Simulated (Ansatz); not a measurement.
HfIn4SiO6:

```
Hf In Si O
1.0
     5.69867    0.00381    0.01559
    -0.70506    6.10815   -0.00575
    -2.73718   -1.39557    6.63076
Hf In Si O
1 4 1 6
Cartesian
  0.2972 -0.0900 0.8831
  -0.4860 5.0863 4.8335
  2.9601 -0.6377 3.2997
  -0.4663 2.2403 3.5350
  2.4974 2.6606 1.3677
  2.2933 1.4988 5.6832
  0.7088 1.2617 5.2639
  3.2588 1.4387 4.3619
  5.4139 1.6003 0.0368
  2.4594 2.8937 6.5395
  -0.6297 -0.1526 2.6118
  2.1007 0.3624 1.4524
```

The cell was built by a generator and needn't be a form met in nature.

Base run:

- Program: Ansatz 0.2.0
- Functional: PBE
- Potentials or basis: Ansatz PAW
- Cutoff: 420 eV
- Density cutoff: 1680 eV
- k mesh: 5 × 5 × 4
- Occupations: fermi-dirac, width 0.05 eV
- Spin: no spin polarisation
- Hubbard terms: Hf d U = 4 eV

Its results: band gap on the k mesh 0.86 eV, indirect (least direct gap 1.19 eV); pressure 0.7 GPa; largest force 0.501 eV/Å.

Task: The run is repeated on the same cell with these changes: hubbard terms from Hf d U = 4 eV to none; hubbard projectors from ortho-atomic (the default) to none. What comes out?

Result: Band gap on the k mesh 0.89 eV, indirect (least direct gap 1.17 eV); pressure 0.0 GPa; largest force 0.006 eV/Å.

Caveats: odd divisions of the mesh miss points on the zone boundary, where band edges often lie, so the gap on the mesh can be too wide; spin-orbit coupling is left out, which moves the levels of the heavy elements.

A k mesh can miss the band edges.

Not every run made on this cell is shown here.
